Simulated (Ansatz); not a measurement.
**WO₃: small, medium and large basis sets**

One table from this session's results is given with a row withheld; the runs are named, their logs left out.

The runs use Ansatz 0.2.0, Gaussian basis; one geometry, several basis sets.

Plan: PBE0-D4/def2-SVP; ωB97M-V/def2-SVP; PBE0-D4/def2-QZVPP; ωB97M-V/def2-QZVPP; the functionals' def2-TZVPP values are taken from earlier runs.

### The geometry

An earlier PBE0-D4 in a triple-zeta def2 set relaxation fixed the geometry. W takes the def2 core potential; no spin-orbit term is included.

SMILES `[O]=[W](=[O])=[O]`, 4 atoms, charge 0, spin multiplicity 1.

Atoms are counted from 1 here; the program's logs count them from 0.

Bond lengths: O1–W2 1.716 Å, W2–O3 1.716 Å, W2–O4 1.716 Å. Angles: O1–W2–O3 107.5°, O1–W2–O4 107.5°, O3–W2–O4 107.5°.

The first run:

Contents of in.yaml:

```yaml
crystal:
  periodic: [false, false, false]
  atoms:
    - {symbol: O, position_ang: [-0.237486, 0.265212, 1.555036]}
    - {symbol: W, position_ang: [-0.366444, -0.283694, -0.065222]}
    - {symbol: O, position_ang: [1.071708, -1.143330, -0.433907]}
    - {symbol: O, position_ang: [-0.412179, 1.101511, -1.076308]}
basis:
  gaussian: {orbitals: def2-SVP}
hamiltonian: {xc: pbe0, dispersion: d4}
output: {orbitals: {seedname: orbitals}}
```

Among the steps run: PBE0-D4 in def2-SVP; ωB97M-V in def2-SVP; PBE0-D4 in def2-QZVPP; ωB97M-V in def2-QZVPP.

One of the session's tables, all rows but one given; the rest of the session is left out.

It belongs to the step «Density functionals: the series». 

```
functional       basis  HOMO (eV)  LUMO (eV)
   PBE0-D4    def2-SVP      -8.88      -4.68
   PBE0-D4  def2-TZVPP      -8.91      -4.85
   PBE0-D4  def2-QZVPP      -8.95      -4.87
   ωB97M-V    def2-SVP     -11.19      -2.98
   ωB97M-V  def2-TZVPP     -11.23      -3.14
   ωB97M-V  def2-QZVPP          ?          ?
```

Q: Estimate the row for ωB97M-V, def2-QZVPP from the others.

The run gave: HOMO (eV): -11.27; LUMO (eV): -3.17. In the column «HOMO (eV)» it is the lowest.
